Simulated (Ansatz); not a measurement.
# Hf2Pd2Se2Br2O3 in Ansatz: the effect of Hubbard term

Hf2Pd2Se2Br2O3:

```
Hf Pd Se Br O
1.0
    -1.89227    2.67212   12.28423
     1.89227   -2.67212   12.28423
     1.89227    2.67212  -12.28423
Hf Pd Se Br O
2 2 2 2 3
Direct
  0.92095 0.92095 0.00000
  0.07905 0.07905 0.00000
  0.68332 0.68332 0.00000
  0.31668 0.31668 0.00000
  0.61777 0.11777 0.50000
  0.38223 0.88223 0.50000
  0.78660 0.78660 0.00000
  0.21340 0.21340 0.00000
  0.90121 0.40121 0.50000
  0.09879 0.59879 0.50000
  0.00000 0.00000 0.00000
```

The cell was built by a generator and needn't be a form met in nature.

Alike in all runs:

- Program: Ansatz 0.2.0
- Task: single point
- Functional: PBE
- Potentials or basis: all-electron LAPW, scalar-relativistic
- Cutoff: 462 eV (chosen from the basis error)
- Basis error allowed: 0.002 eV/atom
- k mesh: 6 × 6 × 6
- Occupations: fermi-dirac, width 0.05 eV
- Spin: no spin polarisation

| Hubbard term | pressure (GPa) | largest force (eV/Å) |
| --- | --- | --- |
| none | ? | ? |
| Hf d U = 3 eV, Pd d U = 3 eV | 1.2 | 0.13 |
| Hf d U = 6 eV, Pd d U = 6 eV | 2.7 | 0.28 |

**Question.** What does the run with Hubbard term none give?

**Answer.** Pressure 0.0 GPa; largest force 0.01 eV/Å.

Caveats: the k mesh is thin for a metal, which can move the energy by tens of meV per atom; U is the effective U less J, on atomic orbitals that reach past the spheres (some runs); U without spin polarisation on a metal has little footing (some runs).
